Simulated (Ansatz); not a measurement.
# Rb2CdPtC6N6: the cost of one run

Method: DFT PBE, scalar-relativistic, plane waves, PAW, in Ansatz 0.2.0.

### 1 The structure to begin with

The structure is cubic, space group Fm-3m (No. 225). The conventional cell has a = 10.357 Å, b = 10.357 Å, c = 10.357 Å, α = 90.00°, β = 90.00°, γ = 90.00°. Around Rb (site symmetry -43m) lie 12 N at 3.71 Å and 12 C at 3.71 Å. Around Cd (site symmetry m-3m) lie 6 C at 2.00 Å. Around Pt (site symmetry m-3m) lie 6 N at 2.01 Å. Around C (site symmetry 4mm) lie 1 N at 1.17 Å and 1 Cd at 2.00 Å. N (site symmetry 4mm) has 1 C at 1.17 Å and 1 Pt at 2.01 Å in its first shell of neighbours.

As a file:

```
CELL_PARAMETERS angstrom
0.00000 5.17850 5.17850
5.17850 0.00000 5.17850
5.17850 5.17850 0.00000
ATOMIC_POSITIONS crystal
Rb 0.25000 0.25000 0.25000
Rb 0.75000 0.75000 0.75000
Cd 0.00000 0.00000 0.00000
Pt 0.50000 0.50000 0.50000
C 0.80680 0.19320 0.19320
C 0.19320 0.80680 0.19320
C 0.19320 0.19320 0.80680
C 0.19320 0.80680 0.80680
C 0.80680 0.19320 0.80680
C 0.80680 0.80680 0.19320
N 0.69383 0.30617 0.30617
N 0.30617 0.69383 0.30617
N 0.30617 0.30617 0.69383
N 0.30617 0.69383 0.69383
N 0.69383 0.30617 0.69383
N 0.69383 0.69383 0.30617
```

The cell is invented: cyanide-bridged rock-salt net of two metals, 2 guest cations a cell (Fm-3m, No. 225). Lengths come from tabulated atomic sizes and are only a guess.

### 2 The guess as it stands, on a coarse mesh

input.yaml reads:

```yaml
crystal:
  lattice:
    - [0.0, 5.1785, 5.1785]
    - [5.1785, 0.0, 5.1785]
    - [5.1785, 5.1785, 0.0]
  atoms:
    - { symbol: Rb, position: [0.25, 0.25, 0.25] }
    - { symbol: Rb, position: [0.75, 0.75, 0.75] }
    - { symbol: Cd, position: [0.0, 0.0, 0.0] }
    - { symbol: Pt, position: [0.5, 0.5, 0.5] }
    - { symbol: C, position: [0.80679734, 0.19320266, 0.19320266] }
    - { symbol: C, position: [0.19320266, 0.80679734, 0.19320266] }
    - { symbol: C, position: [0.19320266, 0.19320266, 0.80679734] }
    - { symbol: C, position: [0.19320266, 0.80679734, 0.80679734] }
    - { symbol: C, position: [0.80679734, 0.19320266, 0.80679734] }
    - { symbol: C, position: [0.80679734, 0.80679734, 0.19320266] }
    - { symbol: "N", position: [0.69383026, 0.30616974, 0.30616974] }
    - { symbol: "N", position: [0.30616974, 0.69383026, 0.30616974] }
    - { symbol: "N", position: [0.30616974, 0.30616974, 0.69383026] }
    - { symbol: "N", position: [0.30616974, 0.69383026, 0.69383026] }
    - { symbol: "N", position: [0.69383026, 0.30616974, 0.69383026] }
    - { symbol: "N", position: [0.69383026, 0.69383026, 0.30616974] }
basis:
  ecutwfc: 420
kpoints:
  mp_grid: { grid: [4, 4, 4] }
hamiltonian:
  xc: pbe
scf:
  occupations: { method: gaussian, width: 0.1 }
  lower_state_search: "off"
output:
  forces: true
  stress: true
  eigenvalues: true
```

Started as:

```console
$ ansatz run input.yaml --threads 1 --pin off --max-ram 2560MiB --backend cpu --events-out ev --progress --plain --runs-dir out
```

Q: Estimate wall time and peak memory on 1 thread of AMD EPYC 9R45 (Zen 5), shared host.

About 3.9 s, with a peak of 0.65 GiB.
